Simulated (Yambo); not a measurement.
# WS2 in Yambo: further runs

Runs on WS2. Level: PBEsol. Tasks: optical spectrum, optical spectrum by the Bethe-Salpeter equation.

Everything below comes from runs of Yambo 5.3.0. Logs are shortened: lines on timing, memory, paths and dates and some standing lists are left out, and cuts for length are marked.

**1. The undisturbed crystal**

The cell holds a slab with vacuum, 3 atoms: a = 3.184 Å, b = 3.184 Å, c = 16.951 Å, α = 90.00°, β = 90.00°, γ = 120.00°.

**2. Optical spectrum, PBEsol (cell stretched)**

Input file optics1.in:

```
optics
chi
Chimod= "HARTREE"
% BndsRnXd
 1 | 38 |
%
NGsBlkXd= 3 Ry
% LongDrXd
 1 | 0 | 0 |
%
% QpntsRXd
 1 | 1 |
%
% EnRngeXd
 0 | 20 | eV
%
% DmRngeXd
 0.1 | 0.1 | eV
%
ETStpsXd= 200
```

Input file scf.in:

```
&CONTROL
  calculation = 'scf'
  prefix = 'pwscf'
  outdir = './tmp'
  pseudo_dir = './pseudo'
/
&SYSTEM
  ibrav = 0
  nat = 3
  ntyp = 2
  ecutwfc = 74
  nbnd = 20
  occupations = 'smearing'
  smearing = 'fd'
  degauss = 0.00367493
  force_symmorphic = .true.
/
&ELECTRONS
  conv_thr = 6d-10
  electron_maxstep = 120
  mixing_beta = 0.5
/
ATOMIC_SPECIES
W    183.8400 W.upf
S     32.0600 S.upf
CELL_PARAMETERS angstrom
   3.2662418359    0.0000000000    0.0000000000
  -1.6331209180    2.8286484048    0.0000000000
   0.0000000000    0.0000000000   17.3910482845
ATOMIC_POSITIONS crystal
W      0.0000000000    0.0000000000    0.0000000000
S      0.3333333333    0.6666666667    0.0920005100
S      0.3333333333    0.6666666667    0.9079994900
K_POINTS automatic
12 12 2 0 0 0
```

Input file nscf.in:

```
&CONTROL
  calculation = 'nscf'
  prefix = 'pwscf'
  outdir = './tmp'
  pseudo_dir = './pseudo'
/
&SYSTEM
  ibrav = 0
  nat = 3
  ntyp = 2
  ecutwfc = 74
  nbnd = 73
  occupations = 'fixed'
  force_symmorphic = .true.
/
&ELECTRONS
  conv_thr = 1d-08
  diago_full_acc = .true.
  diago_thr_init = 1d-06
/
ATOMIC_SPECIES
W    183.8400 W.upf
S     32.0600 S.upf
CELL_PARAMETERS angstrom
   3.2662418359    0.0000000000    0.0000000000
  -1.6331209180    2.8286484048    0.0000000000
   0.0000000000    0.0000000000   17.3910482845
ATOMIC_POSITIONS crystal
W      0.0000000000    0.0000000000    0.0000000000
S      0.3333333333    0.6666666667    0.0920005100
S      0.3333333333    0.6666666667    0.9079994900
K_POINTS automatic
3 3 1 0 0 0
```

Potentials or basis: PseudoDojo 0.4.1 SR PBEsol standard.

Command:

```bash
$ OMP_NUM_THREADS=1 pw.x -in scf.in > scf.out
$ OMP_NUM_THREADS=1 pw.x -in nscf.in > nscf.out
$ cd tmp/pwscf.save; p2y; mv SAVE ../..; cd ../..
$ OMP_NUM_THREADS=1 yambo
$ OMP_NUM_THREADS=1 yambo -F optics1.in -J optics1 -C optics1_out
```

Yambo's report:

```text
[... sections 02.01 to 02.04 as in the set-up run ...]

  [02.05] Energies & Occupations
  ==============================

  [X] === General ===
  [X] Electronic Temperature                        :  0.000000  0.000000 [eV K]
  [X] Bosonic    Temperature                        :  0.000000  0.000000 [eV K]
  [X] Finite Temperature mode                       : no
  [X] El. density                                   :  0.16182E+24 [cm-3]
  [X] Fermi Level                                   : -0.179484 [eV]

  [X] === Gaps and Widths ===
  [X] Conduction Band Min                           :  1.590982 [eV]
  [X] Valence Band Max                              :  0.000000 [eV]
  [X] Filled Bands                                  :  13
  [X] Empty Bands                                   :   14   73
  [X] Direct Gap                                    :  1.612046 [eV]
  [X] Direct Gap localized at k                     :  3
  [X] Indirect Gap                                  :  1.590982 [eV]
  [X] Indirect Gap between kpts                     :  1  3
  [X] Last valence band width                       :  1.102317 [eV]
  [X] 1st conduction band width                     :  1.034788 [eV]

 [03] Transferred momenta grid and indexing
 ==========================================

 IBZ Q-points                                      :  3
 BZ  Q-points                                      :   9

 K/Q-points units:
 rlu = crystal or reduced units; cc = cartesian coordinates; iku = interal k-units

 Q [1]          [rlu]:  0.000000  0.000000  0.000000
 Q [2]          [rlu]: -0.23157E-17  0.33333       0.0000
 Q [3]          [rlu]:  0.333333  0.333333  0.000000

 [04] Dipoles
 ============

  [04.01] Setup: observables and procedures
  =========================================

  [WARNING] [x,Vnl] slows the Dipoles computation. To neglect it rename the ns.kb_pp file
  [WF-Oscillators/G space/Transverse up loader] Normalization (few states)  min/max  :  0.54277E-17   1.0000

  [WR./optics1//ndb.dipoles]------------------------------------------------------
   Brillouin Zone Q/K grids (IBZ/BZ)                :   3   9   3   9
   RL vectors                                       :  14467 [WF]
   Fragmentation                                    : yes
   Electronic Temperature                           :  0.000000 [K]
   Bosonic    Temperature                           :  0.000000 [K]
   DIP band range                                   :    1   38
   DIP band range limits                            :  13  14
   DIP e/h energy range                             : -1.000000 -1.000000 [eV]
   RL vectors in the sum                            :  14467
   [r,Vnl] included                                 : yes
   Bands ordered                                    : yes
[... 7 lines left out ...]
  [WARNING] In case H contains other non local terms, these are neglected

 [05] Optics
 ===========

 [X-CG] R(p) Tot o/o(of R):   834  2925   100
```

o-optics1.eps_q1_inv_rpa_dyson:

```text
# Absorption @ Q(1):   1.00000000      0.00000000      0.00000000    [q->0 direction]
#
# [ X ] Hartree size                              :  109
# [GEN] GF Energies                               : Perdew, Burke & Ernzerhof SOL(X)+Perdew, Burke & Ernzerhof SOL(C)
# [GEN] Green`s Function                          : T-ordered
#
# [GEN] Gauge                                     : Length
# [GEN] [r,Vnl] included                          : yes
#
#    E[1] [eV]          Im(eps)            Re(eps)            Im(eps_o)          Re(eps_o)
#
        0.000000           0.281538           7.993058           0.332935           8.582926
        0.100503           0.284020           8.007989           0.336094           8.600742
        0.201005           0.291637           8.053351           0.345807           8.654935
        0.301508           0.304928           8.130904           0.362829           8.747829
        0.402010           0.324883           8.243789           0.388556           8.883590
        0.502513           0.353113           8.396878           0.425289           9.068746
[... 192 lines left out ...]
        19.89950           0.137222           0.460982           0.050151           0.503950
        20.00000           0.134406           0.569646           0.082786           0.520662
#
```

Run time: 67 s. Hardware: 1 thread of AMD EPYC 9R45 (Zen 5), shared host; peak memory 0.4 GiB.

Results:

```
Band gap on the k mesh, mean-field level                              : 1.59 eV, indirect (least direct gap 1.61 eV)
Electronic dielectric constant along the field                        : 7.99
Electronic dielectric constant along the field, independent particles : 8.58
```

Dielectric function (along the field direction of the input):
| energy (eV) | real part | imaginary part |
| --- | --- | --- |
| 0.30 | 8.13 | 0.30 |
| 0.90 | 9.62 | 0.63 |
| 1.61 | 21.02 | 20.09 |
| 2.31 | 1.93 | 1.18 |
| 3.02 | 5.25 | 1.61 |
| 3.62 | -0.92 | 7.26 |
| 4.32 | -3.91 | 5.48 |
| 5.03 | 1.51 | 0.94 |
| 5.73 | 2.83 | 1.46 |
| 6.33 | -2.95 | 5.82 |
| 7.04 | 0.72 | 1.40 |
| 7.74 | 2.05 | 2.72 |
| 8.44 | -1.36 | 0.78 |
| 9.05 | 0.23 | 0.52 |
| 9.75 | 0.77 | 1.47 |
| 10.45 | 0.42 | 0.87 |
| 11.16 | -0.36 | 3.19 |
| 11.76 | -0.46 | 0.71 |
| 12.46 | 0.37 | 0.49 |
| 13.17 | 0.02 | 0.71 |
| 13.87 | 0.47 | 0.43 |
| 14.47 | 0.04 | 0.54 |
| 15.18 | 0.49 | 0.26 |
| 15.88 | 0.58 | 0.21 |
| 16.58 | 0.53 | 0.23 |
| 17.19 | 0.63 | 0.23 |
| 17.89 | 0.75 | 0.21 |
| 18.59 | 0.71 | 0.35 |
| 19.30 | 0.28 | 0.85 |
| 20.00 | 0.57 | 0.13 |

Caveat: the k mesh is coarse (spacing up to 0.74 Å⁻¹), so the values aren't converged; spectra need much finer meshes, so this one isn't converged; these spectra lack excitons; spin-orbit coupling is left out, which moves the levels of the heavy elements.

**3. Optical spectrum by the Bethe-Salpeter equation, PBEsol (cell stretched)**

Input file bse2.in:

```
optics
bse
bss
rim_cut
em1s
RandQpts= 1000000
RandGvec= 50 RL
Chimod= "HARTREE"
% BndsRnXs
 1 | 38 |
%
NGsBlkXs= 5 Ry
% LongDrXs
 1 | 0 | 0 |
%
BSKmod= "SEX"
BSEmod= "retarded"
BSSmod= "d"
% BSEQptR
 1 | 1 |
%
% BSEBands
 12 | 15 |
%
BSENGexx= 20 Ry
BSENGBlk= 5 Ry
% BEnRange
 0 | 20 | eV
%
% BDmRange
 0.1 | 0.1 | eV
%
BEnSteps= 200
% BLongDir
 1 | 0 | 0 |
%
BSEprop= "abs"
WRbsWF
% KfnQP_E
 1.34 | 1.0 | 1.0 |
%
```

scf.in is that of step 2.

nscf.in is that of step 2.

Potentials or basis: PseudoDojo 0.4.1 SR PBEsol standard.

Command:

```bash
$ OMP_NUM_THREADS=1 pw.x -in scf.in > scf.out
$ OMP_NUM_THREADS=1 pw.x -in nscf.in > nscf.out
$ cd tmp/pwscf.save; p2y; mv SAVE ../..; cd ../..
$ OMP_NUM_THREADS=1 yambo
$ mkdir -p bse2; ln -s $PWD/g0w00/ndb.RIM bse2/
$ OMP_NUM_THREADS=1 yambo -F bse2.in -J bse2 -C bse2_out
$ OMP_NUM_THREADS=1 ypp -J bse2 -C bse2_out -e s -b 1
```

Yambo's report:

```text
[... sections 02.01 to 02.04 as in the set-up run ...]

  [02.05] Energies & Occupations
  ==============================

  [X] === General ===
  [X] Electronic Temperature                        :  0.000000  0.000000 [eV K]
  [X] Bosonic    Temperature                        :  0.000000  0.000000 [eV K]
  [X] Finite Temperature mode                       : no
  [X] El. density                                   :  0.16182E+24 [cm-3]
  [X] Fermi Level                                   : -0.179484 [eV]

  [X] === Gaps and Widths ===
  [X] Conduction Band Min                           :  1.590982 [eV]
  [X] Valence Band Max                              :  0.000000 [eV]
  [X] Filled Bands                                  :  13
  [X] Empty Bands                                   :   14   73
  [X] Direct Gap                                    :  1.612046 [eV]
  [X] Direct Gap localized at k                     :  3
  [X] Indirect Gap                                  :  1.590982 [eV]
  [X] Indirect Gap between kpts                     :  1  3
  [X] Last valence band width                       :  1.102317 [eV]
  [X] 1st conduction band width                     :  1.034788 [eV]

 [03] Transferred momenta grid and indexing
 ==========================================

 [BZ sampling] Q-grid is User defined and/or read from the database

 IBZ Q-points                                      :  3
 BZ  Q-points                                      :   9

 K/Q-points units:
[... 219 lines left out ...]
     [SOC] Perturbative SOC                           : no
     [K] Kernel long-range exchange                   : BAR

    [08.01.05.03] Wave-Function Phases
    ==================================

    [BSE] WF phases found       :  59.72222 [o/o]

   [08.01.06] BSE solver(s) @q1
   ============================

   [08.01.07] Diago Solver @q1
   ===========================

   [WR./bse2//ndb.BS_diago_Q1]-----------------------------------------------------
    BS kernel          energies                      : Perdew, Burke & Ernzerhof SOL(X)+Perdew, Burke & Ernzerhof SOL(C)+ user defined corrections @E
    [K] Identifier                                   :   7196
    [K] Dimension                                    :   36
    [K] Bands                                        :  12  15
    [K] Exchange                                     : yes [res]
    [K] Correlation                                  : yes [res]
    [K] Kernel`s coupling                            : no
    [K] Exchange                                     : no [cpl]
    [K] Correlation                                  : no [cpl]
    [K] W interaction is bare                        : no
    [K] ALDA kernel in R-space                       : no
    [K] RL vectors                                   :  1673 [exchange]
    [K] RL vectors                                   :  203 [correlation]
    [K] E/h energy range                             : -1.000000 -1.000000 [eV]
    [K] Coupling range                               :  100.0000  100.0000 [o/o]
    [W] Interaction is diagonal                      : no
    [W] Matrix size                                  :  203
    [W] Bands                                        :    1   38
    [W] e/h energy range                             : -1.000000 -1.000000 [eV]
    [W] Poles                                        :  100.0000 [o/o]
    [W] RL vectors in the sum                        :  14467
    [W] [r,Vnl] included                             : yes
    [W] Field direction                              :  0.100000E-4   0.00000      0.00000
    [W] Coulomb Cutoff                               : none
    [W] Hxc Kernel                                   : HARTREE
    [RIM] RL components                              :   55 [col]
    [RIM] Random points                              :  1000000 [col]
    [SOC] Perturbative SOC                           : no
    [K] Kernel long-range exchange                   : BAR
    [BSS] Eigenstates included                       : yes
    [BSS] Field direction                            :  0.100000E-4   0.00000      0.00000
    [BSS] Eigenstates computed                       :   36
    [BSS] Number of BSE matrices                     :  1
```

It took 65 s on 1 thread of AMD EPYC 9R45 (Zen 5), shared host; peak memory 0.33 GiB.

What came out:

```yaml
Band_gap_on_the_k_mesh_mean-field_level: 1.59 eV, indirect (least direct gap 1.61 eV)
Exciton_binding_energy: 1.14 eV
Lowest_exciton_energy: 1.81 eV
Lowest_bright_exciton_energy: 1.81 eV
```

Dielectric function (along the field direction of the input):
| energy (eV) | real part | imaginary part |
| --- | --- | --- |
| 0.30 | 6.25 | 0.08 |
| 0.90 | 7.40 | 0.37 |
| 1.61 | 16.69 | 6.18 |
| 2.31 | -2.20 | 1.41 |
| 3.02 | 3.33 | 0.84 |
| 3.62 | -1.41 | 8.71 |
| 4.32 | -4.53 | 3.06 |
| 5.03 | -1.36 | 0.27 |
| 5.73 | -1.03 | 1.09 |
| 6.33 | -0.24 | 0.10 |
| 7.04 | -0.05 | 0.08 |
| 7.74 | 0.24 | 0.03 |
| 8.44 | 0.40 | 0.02 |
| 9.05 | 0.49 | 0.01 |
| 9.75 | 0.58 | 0.01 |
| 10.45 | 0.64 | 0.01 |
| 11.16 | 0.69 | 0.01 |
| 11.76 | 0.72 | 0.01 |
| 12.46 | 0.76 | 0.00 |
| 13.17 | 0.78 | 0.00 |
| 13.87 | 0.81 | 0.00 |
| 14.47 | 0.82 | 0.00 |
| 15.18 | 0.84 | 0.00 |
| 15.88 | 0.85 | 0.00 |
| 16.58 | 0.87 | 0.00 |
| 17.19 | 0.88 | 0.00 |
| 17.89 | 0.89 | 0.00 |
| 18.59 | 0.90 | 0.00 |
| 19.30 | 0.90 | 0.00 |
| 20.00 | 0.91 | 0.00 |

Lowest exciton energies (eV): 1.81, 1.82, 2.76, 2.77, 3.33, 3.42, 3.52, 3.52

Excitons:
```csv
energy (eV),strength (relative to the strongest)
1.815,0.32
1.818,1
2.758,4e-11
2.772,4.1e-11
3.331,1.6e-12
3.417,6e-05
3.518,0.26
3.519,0.21
3.547,0.00038
3.563,0.00016
3.564,0.0016
3.661,0.019
```

Caveat: the k mesh is coarse (spacing up to 0.74 Å⁻¹), so the values aren't converged; the scissor is the correction of the direct gap in an earlier G0W0 run on the same states; exciton energies and binding change strongly with the k mesh and aren't converged on this one; spectra need much finer meshes, so this one isn't converged; spin-orbit coupling is left out, which moves the levels of the heavy elements.
